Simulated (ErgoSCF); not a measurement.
# AlHBr (SMILES [AlH][Br]): levels of theory compared

We compute a comparison of 4 runs (UHF/STO-3G, UHF/def2-SVP, UB3LYP/6-31G**, UPBE0/def2-SVP) of AlHBr. 

Program for the calculation: ErgoSCF 3.8.

## Step 1: The molecule

The species is AlHBr (3 atoms), meant as a doublet with charge 0. As SMILES, `[AlH][Br]`. Geometry: relaxed at PBE0-D4/def2-TZVP.

Bond lengths: Al1–Br2 2.275 Å, Al1–H3 1.602 Å. Angles: Br2–Al1–H3 115.7°.

## Step 2: The energy at UHF/STO-3G (run 1)

Input file run.inp:

```
# single point, AlBrH
set_nthreads("env")
molecule_inline Angstrom
Al      -0.296700      -0.628000      -0.239100
Br       1.584500       0.008600       0.871100
H       -1.298900       0.554600      -0.645300
EOF
basis = "STO-3G"
spin_polarization = 1
scf.max_number_of_iterations = 120
scf.use_diagonalization = 1
scf.output_mulliken_pop = 1
tmpdir = "."
run "HF"
```

The basis set STO-3G is read from a file made from the Basis Set Exchange's data (not shown).

Command:

```
$ ergo < run.inp
```

What it wrote:

```text
[...]
INSC SCF_general constructor, number of basis functions: 28
[...]
INSC Energy   1 =      -2771.70627765270
[...]
INDE E_LUMO =          0.22569147213
[...]
INSC Energy  13 =      -2784.26696954092  ( diff     -0.000000000010459 )
[...]
RESC CONVERGED after  13 iterations.
RESC FINAL ENERGY:      -2784.26696954092
RESC FINAL <S2> =          0.75860392355
[...]
INSC SCF: dipole_moment_x [atomic units] =      -1.03743312
INSC SCF: dipole_moment_y [atomic units] =      -0.89728925
INSC SCF: dipole_moment_z [atomic units] =      -0.67874215
[...]
```

Run time: 3 s. Hardware: 1 thread of Arm Neoverse V2, shared host; peak memory 0.26 GiB.

## Step 3: The energy at UHF/def2-SVP (run 2)

Input file mol.xyz:

```xyz
3
AlBrH
Al    -0.296700    -0.628000    -0.239100
Br     1.584500     0.008600     0.871100
H     -1.298900     0.554600    -0.645300
```

Input file job.ego:

```
# AlBrH
set_nthreads(1)
molecule "mol.xyz"
scf.output_mulliken_pop = 1
scf.max_number_of_iterations = 120
scf.use_diagonalization = 1
tmpdir = "."
spin_polarization = 1
basis = "def2-SVP"
run "HF"
```

The basis set def2-SVP is read from a file made from the Basis Set Exchange's data (not shown).

Command:

```
$ ergo < job.ego
```

What it wrote:

```text
[...]
INSC SCF_general constructor, number of basis functions: 55
[...]
INSC Energy   1 =      -1758.66777009144
[...]
INDE E_LUMO =          0.02002881343
[...]
INSC Energy  20 =      -2814.55582749112  ( diff     -0.000000000017280 )
[...]
RESC CONVERGED after  20 iterations.
RESC FINAL ENERGY:      -2814.55582749112
RESC FINAL <S2> =          0.75583245883
[...]
INSC SCF: dipole_moment_x [atomic units] =      -0.54578932
INSC SCF: dipole_moment_y [atomic units] =      -0.44828724
INSC SCF: dipole_moment_z [atomic units] =      -0.35418941
[...]
```

Run time: 20 s. Hardware: 1 thread of Arm Neoverse V2, shared host; peak memory 0.26 GiB.

Run 3 isn't shown in full; the table further down has it.

## Step 4: A single-point energy at UPBE0/def2-SVP (run 4)

Input file input.ego:

```
# AlBrH, PBE0
set_nthreads("env")
molecule_inline
Al -0.56068174 -1.18674801 -0.45183352
Br 2.99427104 0.01625164 1.64614043
H  -2.45456526 1.04804211 -1.21944027
EOF
scf.max_number_of_iterations = 120
scf.use_diagonalization = 1
scf.output_mulliken_pop = 1
tmpdir = "."
basis = "def2-SVP"
XC.sparse_mode = 0
XC.radint = 1e-11
spin_polarization = 1
XC.angint = 41
run "PBE0"
```

The basis set def2-SVP is read from a file made from the Basis Set Exchange's data (not shown).

Command:

```
$ ergo < input.ego
```

What it wrote:

```text
[...]
INDF Weighted mixed functional:
[...]
INSC Energy   1 =      -1772.52058559477
[...]
INDE E_LUMO =         -0.10115910028
[...]
INSC Energy  18 =      -2816.39600696198  ( diff     -0.000000000006366 )
[...]
RESC CONVERGED after  18 iterations.
RESC FINAL ENERGY:      -2816.39600696198
RESC FINAL <S2> =          0.75270129779
[...]
INSC SCF: dipole_moment_x [atomic units] =      -0.44354615
INSC SCF: dipole_moment_y [atomic units] =      -0.31043283
INSC SCF: dipole_moment_z [atomic units] =      -0.28128023
[...]
```

Run time: 22 s. Hardware: 1 thread of Arm Neoverse V2, shared host; peak memory 0.26 GiB.

## Step 5: The series

```
run                                 level  integration grid  radint   energy (Eh)  dipole moment (D)   ⟨S²⟩  wall time
  1                            UHF/STO-3G                 –       –  -2784.266970               3.89  0.759        3 s
  2                          UHF/def2-SVP                 –       –  -2814.555827               2.01  0.756       20 s
  3  UB3LYP/6-31G** (spherical functions)             Turbo   1e-11  -2816.924569               1.74  0.753       28 s
  4                        UPBE0/def2-SVP             Turbo   1e-11  -2816.396007               1.55  0.753       22 s
```

## Step 6: Outcome

| quantity | value |
| --- | --- |
| run 4: total energy | -2816.39601 Eh |
| run 4: dipole moment | 1.55 D |
| run 4: ⟨S²⟩ | 0.753 |

The dipole moment (its size) runs from 1.55 D (UPBE0/def2-SVP) to 3.89 D (UHF/STO-3G). The two ends differ in method and basis. Totals of different functionals can't be ranked against each other. In run 1 the basis is minimal, so the values are rough. All runs together took 73 s, the longest 28 s.
